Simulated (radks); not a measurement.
**V in [Ar] 3d3 4s1 4f1: an all-electron calculation**

An exercise on one series of results from a longer session: the logs are not shown, and one member is left open.

The numbers are computed with radks (a radial shooting solver on a logarithmic mesh, Libxc functionals) version 1 (Dirac Kohn-Sham, LDA (Slater exchange, Perdew-Wang correlation), spin-unpolarised, spherical densities, finite nucleus; open shells fill j = l - 1/2 first), except any that are marked as measured or tabulated.

### The system

| Property | Result |
| --- | --- |
| element | vanadium (Z = 23) |
| charge | 0 |
| electrons | 23 |
| configuration | [Ar] 3d3 4s1 4f1 |
| nuclear rms radius | 3.6002 fm |

Set-up of the first run:

The run's settings:

```text
Z 23
configuration [Ar] 3d3 4s1 4f1
relativity Dirac
functional lda,pw
spin unpolarised
j_filling energy
nucleus finite rms 3.6002 fm
c 137.035999084
```

One table of the session follows, with a row left open; its other results are not shown here.

It belongs to the step «Radial structure». Radial moments (bohr):

```
level      <r>  outermost maximum (interpolated)  90 % within  nodes
1s1/2  0.06657                            0.0436        0.119      0
2s1/2   0.3089                             0.256        0.480      1
2p1/2   0.2726                             0.206        0.449      0
2p3/2   0.2754                             0.209        0.452      0
3s1/2   0.9507                             0.820         1.43      2
3p1/2    1.012                             0.840         1.56      1
3p3/2    1.021                             0.847         1.58      1
3d3/2        ?                                 ?            ?      ?
3d5/2    1.386                             0.888         2.42      0
4s1/2    3.021                              2.59         4.48      3
4f5/2    17.29                              16.1         24.2      0
4f7/2    17.29                              16.1         24.2      0
```

Q: Estimate the row for 3d3/2 from the others.

As computed: <r>: 1.381; outermost maximum (interpolated): 0.886; 90 % within: 2.41; nodes: 0. In the column «<r>» it lies between 3p3/2 (1.021) and 3d5/2 (1.386).
